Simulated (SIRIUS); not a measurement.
Crystal: BiTe.

```xyz
2
Lattice="2.4227 1.3988 3.3173 -2.4227 1.3988 3.3173 0.0000 -2.7975 3.3173" Properties=species:S:1:pos:R:3 pbc="T T T"
Bi    0.0000    0.0000    4.9759
Te    0.0000    0.0000    0.0000
```

The cell comes from a database or a generator and needn't be the stable form of this composition.

* Program: SIRIUS 7.12.0
* Task: single point
* Functional: PBEsol
* Potentials or basis: all-electron FP-LAPW
* Cutoff: 157 eV
* Basis: apw+lo standard
* k mesh: 7 × 7 × 7
* Occupations: fermi-dirac, width 0.05 eV
* Spin: no spin polarisation

On this cell: largest force under 0.003 eV/Å; band gap on the k mesh none (metal or under the smearing width).

The same run follows on a disturbed copy (atoms moved at random):

```
CELL_PARAMETERS angstrom
2.42271 1.39875 3.31729
-2.42271 1.39875 3.31729
0.00000 -2.79750 3.31729
ATOMIC_POSITIONS crystal
Bi 0.50449 0.49986 0.49761
Te 0.99451 0.00737 0.00473
```

Problem. What changes?

Solution. The energy (extrapolated to zero smearing) moves by +1.0 meV/atom; largest force 0.085 eV/Å; band gap on the k mesh none (metal or under the smearing width).

Forces in eV/Å, atoms in the order of the input:
```
Bi  -0.074 -0.041  0.012
Te   0.073  0.040 -0.012
```

Caveats: spin-orbit coupling is left out, which moves the levels of the heavy elements.
